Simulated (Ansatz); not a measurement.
# YbN (Pm-3m) in Ansatz: further runs

Aim: see how the results for YbN move with the level of theory and the settings. Levels: LDA+U, PBEsol+U. Tasks: single point.

All numbers are computed with Ansatz 0.2.0; they aren't measurements. Logs are shortened: lines on timing, memory, paths and dates and some standing lists are left out, and cuts for length are marked.

## 1. The structure

Symmetry: Pm-3m, No. 221, cubic system. The conventional cell has a = 2.910 Å, b = 2.910 Å, c = 2.910 Å, α = 90.00°, β = 90.00°, γ = 90.00°. Yb (site symmetry m-3m) has 8 N at 2.52 Å as nearest neighbours. N (site symmetry m-3m) has 8 Yb at 2.52 Å as nearest neighbours.

The cell comes from a database or a generator and needn't be the stable form of this composition.

## 2. Single point, LDA+U, non-collinear spin, random start

Contents of input.yaml:

```yaml
crystal:
  lattice:
    - [2.90966801, 0.0, 0.0]
    - [0.0, 2.90966801, 0.0]
    - [0.0, 0.0, 2.90966801]
  atoms:
    - { symbol: Yb, position: [0.0, 0.0, 0.0], spin: 1.06, spin_axis: [1.024, 0.017, 0.273] }
    - { symbol: "N", position: [0.5, 0.5, 0.5] }
hamiltonian:
  xc: lda
  pseudopotentials: { kind: paw }
  hubbard: { sites: [{ species: Yb, l: f, u_eff: 2.0 }] }
magnetization:
  noncollinear: true
  spin_orbit: false
kpoints:
  mp_grid: { grid: [6, 6, 6] }
scf:
  occupations: { method: gaussian, width: 0.05 }
output:
  forces: true
  stress: true
  eigenvalues: true
  write_density: true
  write_potential: true
  elf: true
  volumetric_format: npy
```

Potentials or basis: Ansatz PAW.

Command:

```
ansatz run input.yaml --threads 2 --pin off --max-ram 5632MiB --backend cpu --events-out ev --progress --plain --runs-dir out
```

The log of the run:

```text
Warning: RAYON_NUM_THREADS=2 ignored (pool sized by the plan → 2); use --threads N
Yb: projections on atomic orbitals take those of the free atom [Kr 4d10] 4f14 5s2 5p6 5d0 6s2, of charge +0.00 (hamiltonian.pseudopotentials.projection_atoms); the dataset's partial waves leave at most 1.5e-4 of an orbital's norm unspanned inside its sphere
N: projections on atomic orbitals take those of the free atom [He] 2s2 2p3, of charge +0.00 (hamiltonian.pseudopotentials.projection_atoms); the dataset's partial waves leave at most 9.3e-9 of an orbital's norm unspanned inside its sphere
Engine: ansatz 0.2.0, x86_64-unknown-linux-gnu
Pseudopotentials: kind: paw
Pseudopotential: Yb, paw, valence charge 24, recommended cutoff 420 eV (normal), Yb.paw.azcp
Pseudopotential: N, paw, valence charge 5, recommended cutoff 420 eV (normal), N.paw.azcp
Functional definition: SPW92
  exchange = slater_x
  correlation = pw_c
davidson cushion auto → off  (block headroom 9 ≥ Hubbard manifold empty extent 1; pin scf.eigensolver.cushion to override)
this run first makes a single point of its starting geometry on two collinear spin channels, or without spin where it has no moments, for its own SCFs to start from. `scf.lower_state_search: off` leaves that single point out
Crystal: 2 atoms, lattice volume = 24.634 Å³
Basis set: ecut = 420 eV, 461 PW (Γ)
Bands: 21, of which v1, the nominal top of the filled ones, is band 15 counted from 1 (14 counted from 0)
Symmetry: 48 space group operations
Space group: Pm-3m (ITA 221), of the structure as read, at distance tolerance 2.9e-5 Å
Magnetic group: BNS 221.92 (UNI 1594), of the structure as read, at distance tolerance 2.9e-5 Å
k-points: 20 of 216
Non-local potential: Yb, projectors of the file, l = 0: 3, l = 1: 2, l = 2: 2, l = 3: 3
Non-local potential: N, projectors of the file, l = 0: 2, l = 1: 2, l = 2: 1
PAW form: soft (Blöchl's): semilocal exchange-correlation on the pseudo side does not see the compensation charge
PAW frozen core: Yb, regenerated for the run's functional, and the local potential with it (the file was generated under x = pbe(κ = 0.804, μ = 0.2195149727645171), c = pbe(β = 0.06672455060314922))
PAW frozen core: N, regenerated for the run's functional, and the local potential with it (the file was generated under x = pbe(κ = 0.804, μ = 0.2195149727645171), c = pbe(β = 0.06672455060314922))
PAW one-centre angular grid: Yb, 590 points (default); XC on 64 Gauss nodes
PAW one-centre angular grid: N, 110 points (default); XC on 64 Gauss nodes
Initial density: superposition of atomic densities (chi_scale 0.1, normalization cell)
Initial wavefunctions: pseudopotential atomic-orbital guess
Functional: x = slater, c = lda
SCF iter   1: F=—  HF=-13937.376251 eV  |F-HF|=—  |Δ(HF+E_count)|=         —  Δρ=1.06e-1 (↑1.06e-1 ↓8.41e-2)  dr2=1.18e1  dr2_m=3.39e-2  M=0.956 μB ∫|m|=0.956 μB  β_m=0.30  ethr=3.10e-3  ⟨swp⟩=6.0  Hψ=4551  notcnv=0
preconditioner: auto → none  [insulator: Δε(μ)=2.437 eV  Ē_g=17.275 eV  σ=0.050 eV  W_gap=1.00  n_scr=6 (ndim 8)  ℏωp=38.9 eV  f_vac=0.000  D(μ)=0.00/eV (n_scr^D=0)  ε∞_Penn≈6.1]
SCF iter   2: F=—  HF=-13936.101013 eV  |F-HF|=—  |Δ(HF+E_count)|=    1.28e0  Δρ=7.96e-2 (↑4.28e-2 ↓7.96e-2)  dr2=1.74e0  dr2_m=4.55e-1  M=0.529 μB ∫|m|=0.530 μB  β_m=0.26  ethr=3.10e-3  ⟨swp⟩=3.1  Hψ=2321  notcnv=0
SCF iter   3: F=—  HF=-13935.331961 eV  |F-HF|=—  |Δ(HF+E_count)|=   7.69e-1  Δρ=3.18e-2 (↑3.18e-2 ↓2.02e-2)  dr2=1.73e-1  dr2_m=1.16e-1  M=0.690 μB ∫|m|=0.690 μB  β_m=0.46  ethr=3.10e-3  ⟨swp⟩=3.0  Hψ=1947  notcnv=0
SCF iter   4: F=—  HF=-13935.358295 eV  |F-HF|=—  |Δ(HF+E_count)|=   2.63e-2  Δρ=1.56e-2 (↑5.38e-3 ↓1.56e-2)  dr2=4.36e-2  dr2_m=2.15e-2  M=0.638 μB ∫|m|=0.638 μB  β_m=0.45  ethr=5.96e-4  ⟨swp⟩=3.4  Hψ=1967  notcnv=0
SCF iter   5: F=—  HF=-13935.339447 eV  |F-HF|=—  |Δ(HF+E_count)|=   1.88e-2  Δρ=4.62e-3 (↑1.92e-3 ↓4.62e-3)  dr2=8.56e-3  dr2_m=1.65e-3  M=0.658 μB ∫|m|=0.658 μB  β_m=0.73  ethr=1.50e-4  ⟨swp⟩=2.3  Hψ=1697  notcnv=0
SCF iter   6: F=—  HF=-13935.344046 eV  |F-HF|=—  |Δ(HF+E_count)|=   4.60e-3  Δρ=3.24e-3 (↑3.24e-3 ↓2.17e-3)  dr2=8.51e-3  dr2_m=9.72e-5  M=0.671 μB ∫|m|=0.672 μB  β_m=0.59  ethr=2.95e-5  ⟨swp⟩=2.1  Hψ=1613  notcnv=0
SCF iter   7: F=—  HF=-13935.345079 eV  |F-HF|=—  |Δ(HF+E_count)|=   1.03e-3  Δρ=7.96e-4 (↑5.39e-4 ↓7.96e-4)  dr2=1.37e-4  dr2_m=4.77e-5  M=0.665 μB ∫|m|=0.666 μB  β_m=0.79  ethr=2.93e-5  ⟨swp⟩=2.2  Hψ=1302  notcnv=0
SCF iter   8: F=—  HF=-13935.365482 eV  |F-HF|=—  |Δ(HF+E_count)|=   2.04e-2  Δρ=2.84e-3 (↑8.09e-4 ↓2.84e-3)  dr2=1.96e-3  dr2_m=5.41e-4  M=0.645 μB ∫|m|=0.647 μB  β_m=0.79  ethr=4.72e-7  ⟨swp⟩=3.3  Hψ=1838  notcnv=0
SCF iter   9: F=—  HF=-13935.548024 eV  |F-HF|=—  |Δ(HF+E_count)|=         —  Δρ=1.07e-1 (↑8.98e-2 ↓1.07e-1)  dr2=1.55e-1  dr2_m=2.16e0  M=-0.500 μB ∫|m|=0.500 μB  β_m=0.79  ethr=4.72e-7  ⟨swp⟩=3.1  Hψ=1734  notcnv=0
Mixer restart at iter 9: flushing history
SCF iter  10: F=—  HF=-13935.830774 eV  |F-HF|=—  |Δ(HF+E_count)|=   2.83e-1  Δρ=4.73e-2 (↑4.73e-2 ↓2.74e-2)  dr2=7.65e-1  dr2_m=1.84e-1  M=-0.595 μB ∫|m|=0.601 μB  β_m=0.90  ethr=4.72e-7  ⟨swp⟩=5.7  Hψ=3982  notcnv=0
SCF iter  11: F=—  HF=-13938.114176 eV  |F-HF|=—  |Δ(HF+E_count)|=    2.28e0  Δρ=1.21e-1 (↑1.21e-1 ↓7.70e-2)  dr2=1.05e1  dr2_m=2.80e-1  M=-0.140 μB ∫|m|=0.173 μB  β_m=0.57  ethr=4.72e-7  ⟨swp⟩=5.7  Hψ=4437  notcnv=0  recentre
SCF iter  12: F=—  HF=-13935.611774 eV  |F-HF|=—  |Δ(HF+E_count)|=    2.50e0  Δρ=3.93e-3 (↑2.92e-3 ↓3.93e-3)  dr2=2.33e-3  dr2_m=2.05e-3  M=-0.507 μB ∫|m|=0.521 μB  β_m=0.78  ethr=4.72e-7  ⟨swp⟩=6.3  Hψ=4526  notcnv=0
SCF iter  13: F=—  HF=-13935.613319 eV  |F-HF|=—  |Δ(HF+E_count)|=   1.54e-3  Δρ=1.17e-2 (↑1.17e-2 ↓8.96e-3)  dr2=5.83e-3  dr2_m=2.35e-2  M=-0.469 μB ∫|m|=0.476 μB  β_m=0.89  ethr=4.72e-7  ⟨swp⟩=3.2  Hψ=2320  notcnv=0  recentre
SCF iter  14: F=—  HF=-13935.616237 eV  |F-HF|=—  |Δ(HF+E_count)|=   2.92e-3  Δρ=6.61e-3 (↑6.61e-3 ↓3.06e-3)  dr2=4.44e-3  dr2_m=4.77e-3  M=-0.488 μB ∫|m|=0.496 μB  β_m=0.79  ethr=4.72e-7  ⟨swp⟩=3.3  Hψ=2315  notcnv=0
[...]
SCF 1 converged in 15 iterations: F = -13935.636021 eV  dr2 = 1.20e-8
[...]
k-points: 112 of 216
Initial density: read from a saved state, or passed on in memory by an earlier SCF of this step, an earlier step, the calling program or the single point that the run made first
Stability of the state it starts from, as read at its close in the collinear treatment: not read negative (Ritz values of 1 − χ₀K, real part plus size of imaginary part, from -0.011 to 0.37, by its mixing steps under the symmetry group of the SCF that read it); nothing settles its magnetic order
Starting moments: Σ|m| = 1.06 μB on 1 of 2 sites; this step starts from the density that it was given
iter 1 solved again at ethr=4.62e-6 eV; its pass at ethr=1.00e-1 eV (dr2=1.34e-3 eV) is discarded
SCF iter   1: F=—  HF=-13935.636020 eV  |F-HF|=—  |Δ(HF+E_count)|=         —  Δρ=7.35e-6  dr2=4.66e-9  dr2_m=3.83e-10  ethr=4.62e-6  |M|=5.32e-1 ∫|m|=5.45e-1 μB  |m|>n=0.0e0 m-floor=0.0e0 τ_xc=2.9e-19  β_m=0.30  ⟨swp⟩=2.0  Hψ=41707  notcnv=0
eigensolver tolerance schedule: the retry pair's looser diagonalisation over-reported the residual by 115617.68 of it (diagonalisation noise at an unbounded share of the residual, at the tolerance the schedule requests for it); recorded, not acted on — ethr = c·dr2/N_el stays at c = 1.0e-1
preconditioner: auto → none  [insulator: Δε(μ)=0.066 eV  Ē_g=12.778 eV  σ=0.050 eV  W_gap=0.63  n_scr=6 (ndim 8)  ℏωp=38.9 eV  f_vac=0.000  D(μ)=1.69/eV (n_scr^D=18)  ε∞_Penn≈10.3]
iter 2 did not close the SCF: its close was put off for a magnetic moment that had not settled (scf_convergence_deferred on its scf_iter line)
SCF iter   2: F=-13935.636021 eV  HF=-13935.636021 eV  |F-HF|=3.85e-8  |Δ(HF+E_count)|=   9.89e-7  Δρ=1.27e-5  dr2=3.84e-8  dr2_m=1.01e-9  ethr=1.61e-11  |M|=5.32e-1 ∫|m|=5.45e-1 μB  |m|>n=0.0e0 m-floor=0.0e0 τ_xc=3.0e-19  β_m=0.30  ⟨swp⟩=6.9  Hψ=18836  notcnv=0
iter 3 did not close the SCF: its close was put off for a magnetic moment that had not settled (scf_convergence_deferred on its scf_iter line)
SCF iter   3: F=-13935.636021 eV  HF=-13935.636021 eV  |F-HF|=7.04e-9  |Δ(HF+E_count)|=   2.96e-9  Δρ=5.33e-6  dr2=4.52e-9  dr2_m=1.72e-9  ethr=1.61e-11  |M|=5.32e-1 ∫|m|=5.45e-1 μB  |m|>n=0.0e0 m-floor=0.0e0 τ_xc=3.0e-19  β_m=0.25  ⟨swp⟩=3.6  Hψ=9548  notcnv=0
SCF iter   4: F=-13935.636021 eV  HF=-13935.636021 eV  |F-HF|=4.40e-10  |Δ(HF+E_count)|=  9.88e-10  Δρ=3.32e-6  dr2=6.85e-10  dr2_m=6.67e-10  ethr=1.56e-11  |M|=5.32e-1 ∫|m|=5.45e-1 μB  |m|>n=0.0e0 m-floor=0.0e0 τ_xc=2.9e-19  ⟨swp⟩=2.5  Hψ=7628  notcnv=0
the search or the solves at the SCF's close seem to have found levels that the self-consistency loop had missed (the run counts 5). By its estimate they hold under 1e-12 electrons; where the run keeps them, the occupations were computed again with them
SCF 2 converged in 4 iterations: F = -13935.636021 eV  dr2 = 6.85e-10
  Residual-converged pass: ⟨swp⟩=5.3  Hψ=16348  notcnv=0  max |occ|·‖R‖ = 9.9e-9 eV (tolerance 1.0e-8 eV)  dr2=5.58e-10  dr2_m=6.65e-10  dr2_onsite=1.82e-9  max |Δocc| = 3.0e-11
SCF converged after 4 iterations
Magnetization: |M| = 0.5318 μB,  M = (-0.5138, -0.0085, -0.1370) μB
Absolute magnetization: 0.5449 μB (∫|m|, with the PAW one-centre terms)
  site 0: m = (-0.3401, -0.0056, -0.0907) μB, |m| = 0.3520 μB  (R = 1.04 Å)
  site 1: m = (-0.1659, -0.0028, -0.0442) μB, |m| = 0.1718 μB  (R = 1.04 Å)
Free energy (F): -13935.636021 eV
Harris-Foulkes:  -13935.636021 eV  (|F-HF|=4.40e-10)
Internal energy: -13935.633903 eV  (E = F + TS)
E sigma→0 (E₀):  -13935.634962 eV
Entropy (-TS):   -0.002118 eV (-1.059 meV/atom)
Fermi energy:    17.851154 eV
--- Per-component energies (eV) ---
  E_band       = 221.658014
  E_kinetic    = 495.975464
  E_local      = -5072.816048  (includes V_loc(G=0)·N_el)
  E_nonlocal   = 587.279036
  E_hartree    = 2201.623205
  E_xc         = -227.339394
  E_vxc        = -286.751145  (∫ρ·V_xc dr)
  E_hubbard    = 0.358258  (on-site DFT+U / exact-exchange correction)
  E_vhub       = -12.816036  (the Hubbard potential's part of the band-sum identity)
  E_paw        = -7227.266449  (= ΣΔE_a)
  E_vpaw       = 107.538063  (= ΣTr[D̂ρ^β])
  E_aug_tail   = 0.000089  (compensation charges beyond the density's cutoff)
  E_ewald      = -4695.711874
  E_core_change = 2.263809  (= ΣΔE_core)
  E_smearing   = -0.002118  (= −TS)
  E_closure    = 0.000000  (closes the sum)
  Σ components = -13935.636021   (vs F -13935.636021, Δ=0.00e0)
--- Hubbard shell moments (per corrected site; Tr N, ν in electrons; μ in μ_B) ---
  shell 0: Tr N=13.5325  μ_S=(-0.3171, -0.0053, -0.0846)  μ_L=(-0.0000, +0.0000, +0.0000)  μ=(-0.3171, -0.0053, -0.0846)  ν=0.0000 along (-0.966, -0.016, -0.258)
--- Forces (eV/Å), atoms counted from 1 ---
  atom   1  Yb     0.00000000     0.00000000     0.00000000
  atom   2  N      0.00000000     0.00000000     0.00000000
  max |Σ_I F_I| component: 0.00e0 eV/Å
--- Stress (GPa, compression-positive) ---
       -2.901286       0.000000       0.000000
        0.000000      -2.901288       0.000003
        0.000000       0.000003      -2.901282
  P = ⅓ Tr σ = -2.9013 GPa (-29.013 kbar)
--- Band table (eV; the first three rows and the last of 112) ---
  k-point 0: bands = ["-33.2730", "-33.1346", "-4.8471", "-4.8471", "-4.8471", "-4.7467", "-4.7467", "-4.7467", "3.6679", "3.8721", "16.1841", "16.1841", "16.1841", "16.3135", "16.4305", "16.4305", "16.4305", "16.4450", "16.4450", "16.4450", "16.6511", "16.6511", "16.6511", "17.4999", "18.3124", "18.3124", "18.3124", "18.3997", "18.3997", "18.4113", "18.4113", "18.5782", "18.5782", "18.5782", "22.7645", "22.8864", "27.5633", "27.5633"]
  k-point 1: bands = ["-33.2433", "-33.1047", "-5.3474", "-5.2496", "-4.8027", "-4.8027", "-4.7022", "-4.7022", "4.1880", "4.3981", "15.4672", "15.6614", "16.2202", "16.2202", "16.3006", "16.3903", "16.4651", "16.4651", "16.4654", "16.4654", "16.5931", "16.6719", "16.6719", "16.8002", "17.0243", "17.4861", "17.9967", "17.9967", "18.2529", "18.2529", "18.7116", "18.7245", "20.5235", "20.6015", "24.0977", "24.2433", "27.4013", "27.4013"]
  k-point 2: bands = ["-33.1830", "-33.0438", "-6.2183", "-6.1250", "-4.7126", "-4.7126", "-4.6117", "-4.6117", "5.2512", "5.4771", "13.3968", "13.5463", "16.2752", "16.3070", "16.3520", "16.3520", "16.4841", "16.5076", "16.5098", "16.5098", "16.5925", "16.5925", "16.7171", "16.7171", "16.7399", "17.3032", "17.3032", "17.4590", "17.5437", "17.5437", "19.3932", "19.4027", "23.8706", "23.9614", "26.3954", "26.5310", "27.2931", "27.2931"]
  k-point 111: bands = ["-32.9273", "-32.7858", "-5.9106", "-5.9106", "-5.9106", "-5.8195", "-5.8195", "-5.8195", "6.3053", "6.5847", "13.0447", "13.0447", "13.0447", "13.1922", "13.1922", "13.1922", "16.4048", "16.5162", "16.5162", "16.5162", "16.6223", "16.6223", "16.6223", "16.7781", "16.7781", "16.7781", "16.8325", "16.8325", "16.8325", "17.5699", "27.3858", "27.3858", "27.3858", "27.5722", "27.5722", "27.5722", "29.9637", "29.9637"]
Occupation matrices written to <dir>
```

Wall time 15 s (2 threads of Intel Xeon 6975P-C (Granite Rapids), shared host); peak memory 0.51 GiB.

Results:

| Quantity | Value |
| --- | --- |
| Free energy | -13935.6360 eV |
| Pressure | -2.9 GPa |
| Band gap on the k mesh | none (metal or under the smearing width) |
| Net moment | 0.53 μB per cell |
| Absolute moment | 0.54 μB per cell |

Levels at points of the mesh, in eV from the Fermi level:
```
              k point  band 27  band 28  band 29  band 30  band 31  band 32
   (0.00, 0.00, 0.00)     0.46     0.55     0.55     0.56     0.56     0.73
  (0.00, 0.00, -0.50)    -0.95    -0.88    -0.88    -0.41     1.93     1.94
  (0.00, -0.50, 0.00)    -0.95    -0.88    -0.88    -0.41     1.93     1.94
 (0.00, -0.50, -0.50)    -0.74    -0.74     0.81     1.29     1.58     1.59
  (-0.50, 0.00, 0.00)    -0.95    -0.88    -0.88    -0.41     1.93     1.94
 (-0.50, 0.00, -0.50)    -0.74    -0.74     0.81     1.29     1.58     1.59
 (-0.50, -0.50, 0.00)    -0.74    -0.74     0.81     1.29     1.58     1.59
(-0.50, -0.50, -0.50)    -1.02    -1.02    -1.02    -0.28     9.53     9.53
```

Moments on the atoms (μB; x, y, z):
```
Yb  -0.34 -0.01 -0.09
N   -0.16  0.00 -0.04
```

Caveat: the magnetic or orbital state may not be the lowest; the pressure holds a Pulay correction of +0.5 GPa for the finite cutoff; spin-orbit coupling is left out, which moves the levels of the heavy elements; the PAW data sets come from PBE, with cores solved anew for the run's functional, which leaves a small shift of forces and pressure. The state reached can hang on the start; a lower one may exist.

[end of part 1 of 2]
